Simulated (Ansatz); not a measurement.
# One shape, several levels: doublet InHCl2O+

We compute a comparison of 6 runs (UHF/STO-3G, UB3LYP/def2-SVP, UPBE/def2-SVP, UPBE0/def2-SVP, UMP2/def2-SVP, UCCSD(T)/def2-SVP) of doublet InHCl2O+. 

The calculation is run with Ansatz 0.2.0.

59 further runs of the same task are left out: 6 that didn't finish, 53 set aside as unsound or not needed.

## 1. The molecule

InHCl2O+: 5 atoms, total charge +1, spin state doublet. SMILES of the parent species: `[OH][In]([Cl])[Cl]`. Geometry: relaxed at PBE0-D4/def2-TZVP. That shape belongs to the parent species and isn't relaxed for this state.

Bond lengths: O1–In2 1.961 Å, In2–Cl3 2.307 Å, In2–Cl4 2.290 Å, O1–H5 0.962 Å. Angles: O1–In2–Cl3 119.6°, O1–In2–Cl4 119.8°, Cl3–In2–Cl4 120.6°, In2–O1–H5 111.7°.

## 2. The energy at UHF/STO-3G (run 1)

The input, run.yaml:

```yaml
crystal:
  periodic: [false, false, false]
  atoms:
    - symbol: O
      position_ang: [-0.347800, 1.510200, -0.137200]
    - symbol: In
      position_ang: [-0.087900, -0.432900, -0.100800]
    - symbol: Cl
      position_ang: [1.722600, -1.320600, 1.019900]
    - symbol: Cl
      position_ang: [-1.580600, -1.801600, -1.170600]
    - symbol: H
      position_ang: [0.343600, 1.971200, 0.347200]
basis:
  gaussian:
    orbitals: STO-3G
total_charge: 1
magnetization:
  spin_polarized: true
  initial_magnetization: 1
hamiltonian:
  xc: hf
accuracy: high
output:
  orbitals: {seedname: orbitals}
```

On the command line:

```
$ ansatz run run.yaml --threads 1 --pin off --max-ram 3480MiB --events-out events.jsonl --progress --plain --runs-dir runs
```

Output:

```text
Warning: RAYON_NUM_THREADS=1 ignored (pool sized by the plan → 1); use --threads N
Functional definition: HF
  name "HF"
  exchange = exact_x
  correlation = 0
983 factors; integrals over basis functions are off by at most 7.3e-9 eV
mean field evaluation 1: about -181399.2810 eV, gradient 1.4e1 eV
mean field evaluation 2: about -181399.3306 eV, gradient 1.4e1 eV
mean field evaluation 4: about -181402.1899 eV, gradient 1.0e0 eV
mean field evaluation 8: about -181402.2088 eV, gradient 2.5e-2 eV
mean field evaluation 16: about -181401.4383 eV, gradient 3.4e0 eV
mean field evaluation 32: about -181402.0295 eV, gradient 5.6e-1 eV
mean field -181402.20880432 eV, -6666.4082147253 hartree, gradient 2.3e-8 eV, S^2 0.754796; 2 other end points of the search recorded, 0 dependent functions left out
reference -181402.20880432 eV, -6666.4082147253 hartree; 46, 45 occupied and 5, 6 virtual orbitals, 983 factors
Total energy: -181402.20880432 eV, -6666.4082147253 hartree
```

Run time: 3 s. Hardware: 1 thread of Arm Neoverse V2, shared host; peak memory 0.2 GiB.

## 3. A single-point energy at UB3LYP/def2-SVP (core potential) (run 2)

The input, input.yaml:

```yaml
crystal:
  periodic: [false, false, false]
  atoms:
    - {symbol: O, position_ang: [-0.347800, 1.510200, -0.137200]}
    - {symbol: In, position_ang: [-0.087900, -0.432900, -0.100800]}
    - {symbol: Cl, position_ang: [1.722600, -1.320600, 1.019900]}
    - {symbol: Cl, position_ang: [-1.580600, -1.801600, -1.170600]}
    - {symbol: H, position_ang: [0.343600, 1.971200, 0.347200]}
basis:
  gaussian: {orbitals: def2-SVP}
total_charge: 1
magnetization: {spin_polarized: true, initial_magnetization: 1}
hamiltonian: {xc: {name: B3LYP}}
accuracy: high
output: {orbitals: {seedname: orbitals}}
```

On the command line:

```
$ ansatz run input.yaml --threads 1 --pin off --max-ram 3480MiB --events-out events.jsonl --progress --plain --runs-dir runs
```

Output, cut to the lines that bear on the results:

```text
Warning: RAYON_NUM_THREADS=1 ignored (pool sized by the plan → 1); use --threads N
Functional definition: B3LYP
  name "B3LYP"
[...]
1710 factors; integrals over basis functions are off by at most 8.7e-9 eV
[...]
mean field -32267.30182929 eV, -1185.8014706636 hartree, gradient 6.0e-8 eV, S^2 0.762814; 19 other end points of the search recorded, 0 dependent functions left out
reference -32267.30186872 eV, -1185.8014721126 hartree; 32, 31 occupied and 49, 50 virtual orbitals, 1710 factors
Total energy: -32267.30186872 eV, -1185.8014721126 hartree
```

Wall time 1.9 min (1 thread of Arm Neoverse V2, shared host); peak memory 0.57 GiB.

Runs 3 to 4 aren't shown in full; the table further down has their settings and results.

## 4. The energy at UMP2/def2-SVP (core potential) (run 5)

Edit input.yaml of step 3 so:

```diff
@@ -12,4 +12,3 @@
 magnetization: {spin_polarized: true, initial_magnetization: 1}
-hamiltonian: {xc: {name: B3LYP}}
+correlation: {method: mp2, frozen_orbitals: {Cl: 5, H: 0, In: 4, O: 1}}
 accuracy: high
-output: {orbitals: {seedname: orbitals}}
```

On the command line:

```
$ ansatz run input.yaml --threads 1 --pin off --max-ram 3480MiB --events-out events.jsonl --progress --plain --runs-dir runs
```

Output, cut to the lines that bear on the results:

```text
Warning: RAYON_NUM_THREADS=1 ignored (pool sized by the plan → 1); use --threads N
[... 2 set-up lines as earlier in the session ...]
[...]
1710 factors; integrals over basis functions are off by at most 8.7e-9 eV
[...]
mean field -32192.35748777 eV, -1183.0473169120 hartree, gradient 8.3e-8 eV, S^2 0.756332; 18 other end points of the search recorded, 0 dependent functions left out
15 core orbitals not correlated: weight in the atoms' cores, before any rotation towards them, 1.000 or more for the frozen orbitals, at most 0.000 for the correlated occupied ones
reference -32192.35748777 eV, -1183.0473169120 hartree; 17, 16 occupied and 49, 50 virtual orbitals, 1710 factors
second order -13.04119379 eV of doubles, -0.00000000 eV of singles
Total energy: -32205.39868157 eV, -1183.5265719443 hartree
```

Wall time 27 s (1 thread of Arm Neoverse V2, shared host); peak memory 0.35 GiB.

## 5. The energy at UCCSD(T)/def2-SVP (core potential) (run 6)

The input, job.yaml:

```yaml
crystal:
  periodic: [false, false, false]
  atoms:
    - {symbol: O, position_ang: [-0.347800, 1.510200, -0.137200]}
    - {symbol: In, position_ang: [-0.087900, -0.432900, -0.100800]}
    - {symbol: Cl, position_ang: [1.722600, -1.320600, 1.019900]}
    - {symbol: Cl, position_ang: [-1.580600, -1.801600, -1.170600]}
    - {symbol: H, position_ang: [0.343600, 1.971200, 0.347200]}
basis:
  gaussian:
    orbitals: def2-SVP
total_charge: 1
magnetization:
  spin_polarized: true
  initial_magnetization: 1
correlation:
  method: ccsd_t
  frozen_orbitals: {Cl: 5, H: 0, In: 4, O: 1}
accuracy: high
scf:
  omitted_lower_state_checks: [cluster_reference, increment]
```

On the command line:

```
$ ansatz run job.yaml --threads 1 --pin off --max-ram 3480MiB --events-out events.jsonl --progress --plain --runs-dir runs
```

Output:

```text
Warning: RAYON_NUM_THREADS=1 ignored (pool sized by the plan → 1); use --threads N
[... 18 lines left out ...]
15 core orbitals not correlated: weight in the atoms' cores, before any rotation towards them, 1.000 or more for the frozen orbitals, at most 0.000 for the correlated occupied ones
[... 46 lines left out ...]
Total energy: -32206.89292437 eV, -1183.5814843544 hartree
Checks for a lower state left out: cluster_reference, increment
```

Wall time 2.1 min (1 thread of Arm Neoverse V2, shared host); peak memory 0.69 GiB.

## 6. Overview of the runs

```
run                               level  core potential  frozen core orbitals   energy (Eh)  HOMO energy (eV)   ⟨S²⟩  wall time
  1                          UHF/STO-3G            none                     –  -6666.408215            -15.10  0.755        3 s
  2    UB3LYP/def2-SVP (core potential)        def2-SVP                     –  -1185.801472            -14.17  0.763    1.9 min
  3      UPBE/def2-SVP (core potential)        def2-SVP                     –  -1185.273463            -13.49  0.753       44 s
  4     UPBE0/def2-SVP (core potential)        def2-SVP                     –  -1185.324359            -14.38  0.766       89 s
  5      UMP2/def2-SVP (core potential)        def2-SVP                    15  -1183.526572                 –  0.756       27 s
  6  UCCSD(T)/def2-SVP (core potential)        def2-SVP                    15  -1183.581484                 –  0.756    2.1 min
```

## 7. Results

| quantity | value |
| --- | --- |
| run 6: total energy | -1183.58148 Eh |
| run 6: correlation energy (15 core orbitals frozen) | -534.2 mEh |
| run 6: (T) correction | -13.09 mEh |
| run 6: ⟨S²⟩ of the reference determinant | 0.756 |
| run 6: T1 diagnostic | 0.024 |

**Reading.** Totals of different functionals can't be ranked against each other. Some runs of one species differ in core potentials or relativity; totals across that change don't compare. In run 1 the basis is minimal, so the values are rough. In run 1 relativity is left out where basis or elements ask for it. All runs together took 6.7 min, the longest 2.1 min.
